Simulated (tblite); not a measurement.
# C6H11ClSi: the cost of one run

Computed with tblite 0.8.0 and PySCF 2.14.0, with density-fitted response routines of our own, on a single molecule in the gas phase. Atoms count from 0, in the outputs and in this text.

## (1) Starting geometry

19 atoms, charge 0, multiplicity 1; geometry from: force field or distance geometry start.

Bonds of the start (Å): C0–C1 1.51, C1–C2 1.30, C2–Si3 1.80, Si3–C4 1.82, C4–C5 1.52, C5–C6 1.52, C6–Cl7 1.77, C4–C1 1.47, C0–H8 1.11, C0–H9 1.12, C0–H10 1.08, C2–H11 1.13, Si3–H12 1.44, Si3–H13 1.46, C4–H14 1.13, C5–H15 1.12, C5–H16 1.09, C6–H17 1.12, C6–H18 1.11.

## (2) Relaxing the molecule with GFN2-xTB

The job: settings as JSON, then the geometry in Å.

```
{"job": {"kind": "relax", "xc": "GFN2-xTB", "basis": "xTB"}, "charge": 0, "multiplicity": 1}
C     -2.344700    -1.083400     0.077700
C     -1.365100     0.063100     0.019400
C     -1.423500     1.318600    -0.309800
Si     0.260300     1.890000    -0.051200
C      0.058000     0.126200     0.366400
C      0.954400    -0.862000    -0.360100
C      2.378700    -0.621000     0.118800
Cl     2.897600     1.035100    -0.240700
H     -3.093200    -0.949100    -0.733600
H     -2.903700    -0.955200     1.041300
H     -1.796800    -2.014600     0.024300
H     -2.337100     1.881800    -0.676400
H      0.910000     2.266000    -1.274400
H      0.526600     2.719300     1.118700
H      0.190000    -0.026300     1.473800
H      0.651700    -1.905700    -0.089300
H      0.934900    -0.742600    -1.442900
H      2.402000    -0.760700     1.226400
H      3.090000    -1.370200    -0.295900
```

Launch:

```console
OMP_NUM_THREADS=1 python probes_run.py task.json out
```

One launch serves the whole session: the jobs run in the order shown.

**Question.** How long does this first job take on 1 thread of Arm Neoverse N1, shared host, and how much memory does it need?

About 1.6 s, with a peak of 0.18 GiB.
